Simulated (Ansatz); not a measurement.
# TlAgTe2: the cost of one run

Computed with Ansatz 0.2.0 (DFT LDA, scalar-relativistic, unless a step's input says otherwise).

1 further run of the same task is left out (it didn't finish). Runs told in other sessions of the task aren't counted.

## 1. The structure to begin with

Symmetry: I-4m2, No. 119, tetragonal system. The conventional cell has a = 3.920 Å, b = 3.920 Å, c = 15.220 Å, α = 90.00°, β = 90.00°, γ = 90.00°. Tl (site symmetry -4m2) is surrounded by 8 Te at 3.41 Å and 4 Tl at 3.92 Å. Ag (site symmetry -4m2) is surrounded by 4 Te at 2.67 Å. Te (site symmetry 2mm) is surrounded by 2 Ag at 2.67 Å and 4 Tl at 3.41 Å.

Structure file:

```cif
data_structure
_symmetry_space_group_name_H-M 'I-4m2'
_symmetry_Int_Tables_number 119
_cell_length_a 3.9200
_cell_length_b 3.9200
_cell_length_c 15.2200
_cell_angle_alpha 90.000
_cell_angle_beta 90.000
_cell_angle_gamma 90.000
_cell_volume 233.88
loop_
_atom_site_label
_atom_site_type_symbol
_atom_site_symmetry_multiplicity
_atom_site_Wyckoff_symbol
_atom_site_fract_x
_atom_site_fract_y
_atom_site_fract_z
_atom_site_occupancy
Tl1 Tl 2 a 0.00000 0.00000 0.00000 1
Ag1 Ag 2 c 0.00000 0.50000 0.25000 1
Te1 Te 4 e 0.00000 0.00000 0.36900 1
```

The file gives the conventional cell by its symmetry; the runs use the cell typed in the input.

Atoms are numbered in the order of the input: Tl1, Ag2, Te3, Te4.

## 2. After the deformation

Space group I-4m2 before, I-4m2 after.

## 3. LAPW, all electrons

File input.yaml:

```yaml
crystal:
  lattice:
    - [-1.9208, 1.9208, 7.61]
    - [1.9208, -1.9208, 7.61]
    - [1.9208, 1.9208, -7.61]
  atoms:
    - { symbol: Tl, position: [0.0, 0.0, 0.0] }
    - { symbol: Ag, position: [0.75, 0.25, 0.5] }
    - { symbol: Te, position: [0.369, 0.369, 0.0] }
    - { symbol: Te, position: [0.631, 0.631, 0.0] }
kpoints:
  mp_grid: { grid: [13, 13, 13] }
  band_path:
    path:
      - [0.0, 0.0, 0.0]
      - [0.0, 0.0, 0.5]
      - [0.25, 0.25, 0.25]
      - [0.0, 0.5, 0.0]
      - [0.0, 0.0, 0.0]
      - [0.5, 0.5, -0.5]
      - [0.265927037, 0.734072963, -0.265927037]
      - [-0.265927037, 0.265927037, 0.265927037]
      - [0.0, 0.0, 0.0]
    npoints: 5
scf:
  occupations: { method: fermi_dirac, width: 0.05 }
hamiltonian:
  xc: lda
  pseudopotentials: { kind: all_electron, lapw: { basis_error: 0.0005 } }
output:
  forces: true
  stress: true
  eigenvalues: true
```

On the command line:

```bash
$ ansatz run input.yaml --threads 1 --pin off --max-ram 4096MiB --backend cpu --events-out ev --progress --plain --runs-dir out
```

Q: Estimate wall time and peak memory on 1 thread of Arm Neoverse V2, shared host.

About 17 min, with a peak of 2.7 GiB.
